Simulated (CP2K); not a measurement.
## KPt under changes of volume

One of the cells (20.844 Å³/atom); the others are scaled copies at fixed shape and fractional positions:

```
Pt K
1.0
     3.00085    0.00000    0.00000
    -1.50042    2.59881    0.00000
     0.00000    0.00000    5.34558
Pt K
1 1
Cartesian
  1.5004 0.8663 0.0000
  0.0000 0.0000 2.6728
```

The cell comes from a database or a generator and needn't be the stable form of this composition.

| Property | Result |
| --- | --- |
| Program | CP2K 2026.2 |
| Functional | PBE |
| Potentials or basis | POTENTIAL_UZH Pt GTH-PBE-q18, K GTH-PBE-q9; TZVP-MOLOPT-PBE-GTH basis |
| Density cutoff | 6123 eV |
| k mesh | 10 × 10 × 5 |
| Occupations | fermi-dirac, width 0.05 eV |
| Spin | no spin polarisation |

```tsv
volume (Å³/atom)	energy over the lowest point (meV/atom)	pressure (GPa)
19.593	18.34	4.8
20.010	8.19	3.1
20.427	?	?
20.844	0.00	0.2
21.261	0.99	-0.9
21.678	4.87	-2.0
22.095	11.26	-2.9
```

**Question.** What does the run at 20.427 Å³/atom give?

**Answer.** Energy over the lowest point 2.25 meV/atom; pressure 1.6 GPa.

Worked out: A Birch-Murnaghan fit of order 3 (a polynomial in V^(-2/3)) to the other rows has its minimum at 20.92 Å³/atom with B0 = V·E''(V) = 61 GPa and B' = 5.4 at fixed shape and positions, which overstates the stiffness. It gives 2.24 meV/atom at 20.427 Å³/atom, against the run's 2.25, and -dE/dV = 1.5 GPa, against 1.6.

Energies are extrapolated to zero smearing.

Caveats: the basis of atomic orbitals isn't converged, which shifts pressures, moduli and gaps.
